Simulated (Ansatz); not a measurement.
# ZrC+ (sextet): wave-function methods side by side, def2-SVP

How much of the correlation energy of ZrC+ (sextet) does each wave-function method recover here?

Computed with Ansatz 0.2.0, Gaussian basis. Level: def2-SVP, core rule «outside noble gas», up to 5 orbitals frozen.

The runs, in order: UHF; CCSD(T) on ROHF; CCSD(T) on UHF; CISD as a restricted active space (open shells left free, so some higher excitations enter); CCSDT(Q) on ROHF; CCSDT(Q) on UHF; CISDTQ; CCSDTQ on ROHF; CCSDTQ on UHF.

11 further runs of the same task are left out: 6 for a known fault of the program, 2 that didn't finish, 3 set aside as unsound or not needed. Runs told in other sessions of the task aren't counted.

### Step 1. What is computed

The geometry is a PBE0/def2-TZVP stationary point (not a proven minimum) of the parent state, kept for this charge and spin. No spin-orbit coupling is included. Elements past krypton take def2 core potentials.

2 atoms, charge 1, spin multiplicity 6.

Atoms are counted from 1 here; the program's logs count them from 0.

Bond lengths: Zr1–C2 1.897 Å.

### Step 2. UHF

Input file in.yaml:

```yaml
crystal:
  periodic: [false, false, false]
  atoms:
    - {symbol: Zr, position_ang: [0.000000, 0.000000, 0.000000]}
    - {symbol: C, position_ang: [0.000000, 0.000000, 1.897000]}
basis:
  gaussian: {orbitals: def2-SVP}
total_charge: 1
magnetization: {spin_polarized: true, initial_magnetization: 5}
hamiltonian: {xc: hf}
output: {orbitals: {seedname: orbitals}}
```

Started as:

```
$ ansatz run in.yaml --threads 1 --pin off --events-out ev --progress --plain --max-ram 4160MiB --backend cpu
```

Further steps of the session: CCSD(T) on ROHF; CCSD(T) on UHF; CISD as a restricted active space (open shells left free, so some higher excitations enter); CCSDT(Q) on ROHF; CCSDT(Q) on UHF; CISDTQ; CCSDTQ on ROHF; CCSDTQ on UHF.

**Question.** What will the summary of the whole plan be? Wanted: UCCSDTQ from the RHF energy; RMP2 from UCCSDTQ; UMP2 from UCCSDTQ; RCCSD from UCCSDTQ; RCCSD(T) from UCCSDTQ; UCCSD(T) from UCCSDTQ; RCCSDT(Q) from UCCSDTQ; UCCSDT(Q) from UCCSDTQ; T1 diagnostic.

The runs gave:

| quantity | value |
| --- | --- |
| UCCSDTQ from the ROHF energy | -3.2333 eV |
| RMP2 from UCCSDTQ | +740.6 meV |
| UMP2 from UCCSDTQ | +673.8 meV |
| RCCSD from UCCSDTQ | +210.2 meV |
| RCCSD(T) from UCCSDTQ | +92.0 meV |
| UCCSD(T) from UCCSDTQ | +27.7 meV |
| RCCSDT(Q) from UCCSDTQ | +65.1 meV |
| UCCSDT(Q) from UCCSDTQ | -0.7 meV |
| levels within 1 kcal/mol (43 meV) | UCCSD(T), UCCSDT, UCCSDT(Q) |
| T1 diagnostic | 0.031 |

What this shows: RCCSD(T) misses by +92.0 meV, 2.8 % of the correlation energy. CCSD(T) misses by +92.0 meV on the restricted determinant and by +27.7 meV on the unrestricted one; the two need not hold the same state or core. These misses are within one basis, not against nature; the frozen cores of restricted and unrestricted runs differ, which can shift their rows.
